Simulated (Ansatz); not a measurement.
# Li2ScS2: the cost of one run

Method: DFT PBE, scalar-relativistic, plane waves, PAW, unless a step names another level, in Ansatz 0.2.0.

15 further runs of the same task are left out: 15 set aside as unsound or not needed.

## 1. The formula and the candidates

Pauling electronegativities: Li 0.98, Sc 1.36, S 2.58 (spread 1.60). No set of common oxidation states balances it. Tabulated atomic sizes suggest about 17 Å³/atom. 41 candidates were drawn, by swapping species into database cells of other compounds, at random by space group and Wyckoff sites, or by hand, as the table says:

| name | made from | space group no. | Wyckoff sites | atoms (primitive cell) | V (Å³/atom) |
| --- | --- | --- | --- | --- | --- |
| c01 | database cell of Ca2SiIr2 | 15 | Li 8f; Sc 4e; S 8f | 10 | 19.4 |
| c02 | random | 216 | Li 16e; Sc 4c, 4a; S 16e | 10 | 19.5 |
| c03 | database cell of Li2MnO2 | 71 | Li 4i; Sc 2c; S 4j | 5 | 18.3 |
| c04 | database cell of Li2AgSn2 | 141 | Li 8e; Sc 4b; S 8e | 10 | 18.7 |
| c05 | database cell of LaMg2Si2 | 123 | Li 2e; Sc 1a; S 2h | 5 | 20.0 |
| c06 | database cell of Sc2Ni2Sn | 127 | Li 4h; Sc 2a; S 4g | 10 | 17.6 |
| c07 | random | 65 | Li 4k; Sc 2c; S 4f | 5 | 21.2 |
| c08 | random | 160 | Li 3a, 3a; Sc 3a; S 3a, 3a | 5 | 19.5 |
| c09 | random | 65 | Li 8n; Sc 4k; S 8q | 10 | 20.2 |
| c10 | database cell of EuNi2P2 | 139 | Li 4d; Sc 2a; S 4e | 5 | 14.3 |
| c11 | random | 12 | Li 4f; Sc 2a; S 4i | 5 | 19.2 |
| c12 | random | 65 | Li 4f; Sc 2b; S 2d, 2a | 5 | 17.9 |
| c13 | database cell of Li2H2Pt | 71 | Li 4i; Sc 2a; S 4i | 5 | 15.9 |
| c14 | random | 17 | Li 2d, 2d; Sc 2a; S 4e | 10 | 17.7 |
| c15 | random | 47 | Li 2q; Sc 1b; S 2t | 5 | 20.3 |
| c16 | database cell of NdGe2Rh2 | 139 | Li 4e; Sc 2a; S 4d | 5 | 16.9 |
| c17 | database cell of SrAl2H2 | 164 | Li 2d; Sc 1a; S 2d | 5 | 19.1 |
| c18 | database cell of Lu2InNi2 | 65 | Li 4j; Sc 2a; S 4i | 5 | 18.0 |
| c19 | random | 65 | Li 2b, 2a; Sc 2d; S 4e | 5 | 16.9 |
| c20 | random | 166 | Li 6c; Sc 3b; S 6c | 5 | 17.6 |
| c21 | random | 139 | Li 4c; Sc 2a; S 4e | 5 | 21.8 |
| c22 | random | 139 | Li 8j; Sc 2b, 2a; S 8g | 10 | 21.0 |
| c23 | random | 191 | Li 2c; Sc 1a; S 2e | 5 | 20.6 |
| c24 | random | 191 | Li 2e; Sc 1a; S 2c | 5 | 17.1 |
| c25 | database cell of Mg2ZnP2 | 156 | Li 1c, 1b; Sc 1a; S 1a, 1c | 5 | 18.1 |
| c26 | random | 6 | Li 2c; Sc 1b; S 1b, 1b | 5 | 20.3 |
| c27 | random | 164 | Li 2d; Sc 1b; S 2c | 5 | 17.2 |
| c28 | random | 12 | Li 8j; Sc 4e; S 4h, 4i | 10 | 19.8 |
| c29 | random | 35 | Li 4e; Sc 2b; S 4c | 5 | 20.1 |
| c30 | random | 166 | Li 6c; Sc 3a; S 6c | 5 | 19.7 |
| c31 | database cell of HoAl2Ge2 | 164 | Li 2d; Sc 1b; S 2d | 5 | 19.0 |
| c32 | random | 107 | Li 8d; Sc 4b; S 8c | 10 | 17.1 |
| c33 | database cell of BaP2Pd2 | 123 | Li 2h; Sc 1a; S 2e | 5 | 17.4 |
| c34 | random | 119 | Li 4e; Sc 2d; S 2a, 2b | 5 | 18.7 |
| c35 | database cell of Zr2InAu2 | 127 | Li 4g; Sc 2b; S 4h | 10 | 18.7 |
| c36 | random | 99 | Li 1b, 1a; Sc 1a; S 1b, 1a | 5 | 21.6 |
| c37 | random | 139 | Li 4c, 4d; Sc 2a, 2b; S 8i | 10 | 20.3 |
| c38 | random | 164 | Li 2c; Sc 1a; S 2d | 5 | 21.8 |
| c39 | database cell of FePd2Se2 | 72 | Li 8j; Sc 4a; S 8j | 10 | 14.7 |
| c40 | random | 25 | Li 2g; Sc 1d; S 1b, 1d | 5 | 17.7 |
| c41 | random | 55 | Li 4g; Sc 2a; S 4f | 10 | 20.3 |

## 2. Screening run of c14

File input.yaml:

```yaml
crystal:
  lattice:
    - [4.34065119, 0.0, 0.0]
    - [0.0, 6.38160658, 0.0]
    - [0.0, 0.0, 6.39113422]
  atoms:
    - { symbol: Li, position: [0.5, 0.60063916, 0.25] }
    - { symbol: Li, position: [0.5, 0.39936084, 0.75] }
    - { symbol: Li, position: [0.5, 0.06264758, 0.25] }
    - { symbol: Li, position: [0.5, 0.93735242, 0.75] }
    - { symbol: Sc, position: [0.14426105, 0.0, 0.0] }
    - { symbol: Sc, position: [0.85573895, 0.0, 0.5] }
    - { symbol: S, position: [0.69403019, 0.77767654, 0.12540823] }
    - { symbol: S, position: [0.30596981, 0.22232346, 0.62540823] }
    - { symbol: S, position: [0.30596981, 0.77767654, 0.37459177] }
    - { symbol: S, position: [0.69403019, 0.22232346, 0.87459177] }
basis:
  ecutwfc: 420
kpoints:
  mp_grid: { grid: [4, 3, 3] }
hamiltonian:
  xc: pbe
scf:
  occupations: { method: gaussian, width: 0.2 }
  lower_state_search: "off"
output:
  forces: true
  stress: true
  eigenvalues: true
relax:
  adjacent_minimum: "off"
  f_tol: 0.08
  max_steps: 16
  cell: { stress_tol: 0.8 }
```

On the command line:

```bash
> ansatz run input.yaml --threads 1 --pin off --max-ram 2560MiB --backend cpu --events-out ev --progress --plain --runs-dir out
```

Q: Estimate wall time and peak memory on 1 thread of Intel Xeon Platinum 8375C at 2.90GHz (Ice Lake), shared host.

About 92 s, with a peak of 0.48 GiB.
